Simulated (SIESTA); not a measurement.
## GdO under changes of volume

One of the cells (20.077 Å³/atom); the others are scaled copies at fixed shape and fractional positions:

```
CELL_PARAMETERS angstrom
0.00000 2.71788 2.71788
2.71788 0.00000 2.71788
2.71788 2.71788 0.00000
ATOMIC_POSITIONS crystal
Gd 0.00000 0.00000 0.00000
O 0.75000 0.75000 0.75000
```

```yaml
Program: SIESTA 5.4.2
Functional: PBEsol
Potentials_or_basis: PseudoDojo 0.4 standard with PseudoDojo 3+ lanthanides (4f in the core) (PBE and PBEsol files)
Basis: DZP (energy shift 0.003 Ry; two zetas on semicore shells)
Grid_cutoff: 800 Ry
Energy_shift: 0.003 Ry
k_mesh: 9 × 9 × 9
Occupations: fermi-dirac, width 0.05 eV
Spin: collinear spin, ferromagnetic start
Starting_moments: "[7.0, 0.0] μB"
```

```tsv
volume (Å³/atom)	energy over the lowest point (meV/atom)	pressure (GPa)	moment (μB per cell)
18.502	3.10	0.5	0.43
18.896	4.80	-1.9	0.34
19.289	0.00	-3.1	0.92
20.077	?	?	?
20.470	42.00	-7.9	0.89
20.864	63.05	-9.1	0.88
```

What does the run at 20.077 Å³/atom give?

Energy over the lowest point 24.12 meV/atom; pressure -6.5 GPa; moment 0.90 μB per cell.

The energies don't lie on one smooth curve, so no fit is given. The run at 19.289 Å³/atom lies farthest off, from a change of basis, grid or state.

Energies are extrapolated to zero smearing.

Caveats: the potentials were made for another functional, which shifts forces and pressure; the basis of atomic orbitals isn't converged, which shifts pressures, moduli and gaps; a cell with one magnetic atom can't hold antiferromagnetic order, which such compounds often take (some runs).
